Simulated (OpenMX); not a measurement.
BiS:

```xyz
2
Lattice="4.0029 0.0000 0.0000 0.0000 4.0029 0.0000 0.0000 0.0000 4.0029" Properties=species:S:1:pos:R:3 pbc="T T T"
Bi    2.0015    2.0015    2.0015
S     0.0000    0.0000    0.0000
```

The cell was built by a generator and needn't be a form met in nature.

Base run:

| Quantity | Value |
| --- | --- |
| Program | OpenMX 3.8.5 |
| Functional | LDA |
| Potentials or basis | OpenMX 2013 LDA set, Bi8.0-s3p2d2f1, S7.0-s2p2d1f1, grid cutoff 500 Ry |
| k mesh | 5 × 5 × 5 |
| Occupations | fermi-dirac, width 0.05 eV |
| Spin | no spin polarisation |

Its results: pressure -13.2 GPa.

Question: The run is repeated on the same cell with these changes: functional from LDA to PBE; potentials or basis from OpenMX 2013 LDA set, Bi8.0-s3p2d2f1, S7.0-s2p2d1f1, grid cutoff 500 Ry to OpenMX 2013 PBE set, Bi8.0-s3p2d2f1, S7.0-s2p2d1f1, grid cutoff 500 Ry. What comes out?

Answer: Pressure -10.2 GPa.

Caveats: the basis of atomic orbitals isn't converged, which shifts pressures, moduli and gaps.
